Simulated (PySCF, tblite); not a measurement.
# C₅H₆ClFO: geometry, infrared bands and NMR shifts

Wanted: the infrared bands and NMR shifts of C₅H₆ClFO (`C=CC[C@H](F)C(=O)Cl`), by calculation.

Computed with tblite 0.8.0 and PySCF 2.14.0, with density-fitted response routines of our own, on a single molecule in the gas phase. Atoms are numbered from 0 throughout.

### 1 The molecule as given

14 atoms, charge 0, multiplicity 1; geometry from: force field or distance geometry start.

Bonds of the start (Å): C0–C1 1.32, C1–C2 1.46, C2–C3 1.53, C3–F4 1.38, C3–C5 1.48, C5–O6 1.23, C5–Cl7 1.75, C0–H8 1.09, C0–H9 1.08, C1–H10 1.11, C2–H11 1.10, C2–H12 1.10, C3–H13 1.10.

### 2 Geometry optimisation with GFN2-xTB

Job settings and geometry (Å):

```
{"job": {"kind": "relax", "xc": "GFN2-xTB", "basis": "xTB"}, "charge": 0, "multiplicity": 1}
C      1.885100     0.921600    -0.249200
C      1.224400    -0.200800    -0.010400
C      0.029600    -0.660900    -0.714000
C     -1.123300    -0.804100     0.274700
F     -2.234800    -1.237000    -0.418800
C     -1.449800     0.534900     0.822700
O     -1.362500     0.804200     2.021900
Cl    -1.948300     1.758300    -0.327200
H      1.537900     1.605500    -1.028800
H      2.749400     1.136900     0.357500
H      1.619500    -0.853800     0.795100
H     -0.299400     0.136000    -1.403900
H      0.251400    -1.617700    -1.214900
H     -0.879900    -1.523700     1.073200
```

Launch:

```bash
$ OMP_NUM_THREADS=1 python probes_run.py task.json out
```

This one command runs all jobs of the session in turn.

**Question.** This job is followed by: GFN2-xTB harmonic vibrations, gas phase; GIAO PBE0/pcSseg-1 NMR shielding, non-relativistic, gas phase. What will the session give for the following? strongest single infrared mode (GFN2-xTB); zero-point energy (GFN2-xTB); 13C shifts against TMS (PBE0/pcSseg-1); 1H shifts against TMS (PBE0/pcSseg-1); 19F shifts against CFCl3 (PBE0/pcSseg-1); 17O shifts against H2O (PBE0/pcSseg-1); 35Cl shifts against HCl (PBE0/pcSseg-1); surface potential, 1st and 99th percentile.

The runs gave:

| quantity | value |
| --- | --- |
| strongest single infrared mode (GFN2-xTB) | 1813 cm⁻¹, 343 km/mol |
| zero-point energy (GFN2-xTB) | 61.7 kcal/mol |
| 13C shifts against TMS (PBE0/pcSseg-1) | 184.0, 137.3, 128.9, 96.4, 44.1 ppm |
| 1H shifts against TMS (PBE0/pcSseg-1) | 5.77, 5.56, 5.50, 4.96, 3.03, 2.62 ppm |
| 19F shifts against CFCl3 (PBE0/pcSseg-1) | -199.8 ppm |
| 17O shifts against H2O (PBE0/pcSseg-1) | 612.1 ppm |
| 35Cl shifts against HCl (PBE0/pcSseg-1) | 425 ppm |
| surface potential, 1st and 99th percentile | -1.18 V and 1.37 V |

What this shows: Over 85 steps the energy fell by 0.287 eV; of the close pairs, C5–O6 changed most, 1.232 to 1.186 Å. All 36 modes are real, so the xTB geometry is a minimum. The strongest single mode, at 1813 cm⁻¹, moves mainly C5 and O6. GFN2-xTB is a fitted tight-binding method: band positions and strengths are rough. Its intensities can rank the bands wrongly. The most deshielded hydrogen is H10 (hydrogen on an alkene CH), at 5.77 ppm: olefinic region. At PBE0/pcSseg-1: The widest tensor belongs to O6: span 964 ppm, with a paramagnetic part of -675 ppm. By nearest atom (PBE0/pcSseg-1), the HOMO sits on C0, C1 about 32 % each; O6 8 % and the LUMO on C5 46 %; O6 30 %.
